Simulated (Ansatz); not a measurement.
Run this with Ansatz's Python interface and show what comes out.

`run_edit.py`:
```python
from dataclasses import dataclass
import warnings

import ansatz as az
from tabulate import tabulate


@dataclass(frozen=True)
class RunConfig:
    vdw: str = "d4"
    ecut: int = 450
    kgrid: tuple[int, ...] = (6, 6, 3)
    occupations: str = "gaussian"


opts = RunConfig()

warnings.simplefilter("ignore", az.DeckWarning)

lattice = az.Lattice.of(
    [3.705978, 0.0, 0.0],
    [-1.852989, 3.209471, 0.0],
    [0.0, 0.0, 6.599564],
)
sites = [
    ("Li", [0.0, 0.0, 0.5]),
    ("Hf", [0.0, 0.0, 0.0]),
    ("Se", [1 / 3, 2 / 3, 0.248303]),
    ("Se", [2 / 3, 1 / 3, 0.751697]),
]
structure = az.Crystal(lattice=lattice)
for symbol, position in sites:
    structure = structure.atom(symbol, position)

calc = (
    structure.calculation()
    .functional(az.Functional.R2SCAN, dispersion=opts.vdw)
    .basis(opts.ecut)
    .kpoints(*opts.kgrid, shift=0.5)
    .occupations(opts.occupations)
    .band_table()
)
typed = calc.input()
rows = []
for value in [2, 5, 10]:
    edited = typed.set(az.key.scf.mixing.ndim, value)
    summary = az.Session.from_dict(edited).plan().execute().report
    rows.append((value, summary["free_energy_ev"], summary["n_iterations"], len(summary["eigenvalues_ev"][0]) if "eigenvalues_ev" in summary else 0))
print(tabulate(rows, headers=["history", "F eV", "iterations", "bands listed"], floatfmt=".4f", tablefmt="plain"))
```

Running `python run_edit.py` prints:
```text
  history         F eV    iterations    bands listed
        2  -26900.6789             9              36
        5  -26900.6789             7              36
       10  -26900.6789             7              36
```

The settings weren't tested for convergence. The cutoff lies under the one recommended for these potentials. No spin polarisation was allowed. Dispersion corrections can be off by several per cent in the lattices of metals, and by several GPa in the pressure at a fixed cell. For a metal this k-point mesh is coarse: on a finer one energies can move by several to tens of meV an atom and pressures by half a GPa or more, differences at one mesh by less. The mesh has less symmetry than the crystal, which the program warned of. Spin-orbit coupling, which matters for elements this heavy, is left out. This cell is a computed structure, which may not be the phase found in nature. The script silences the warnings on its input, which a real study should read. It ran for 27 s on 1 thread of Arm Neoverse V2, on a shared host, peak memory 0.57 GiB.

(Lines on the test bed's own set-up are left out of the output.)
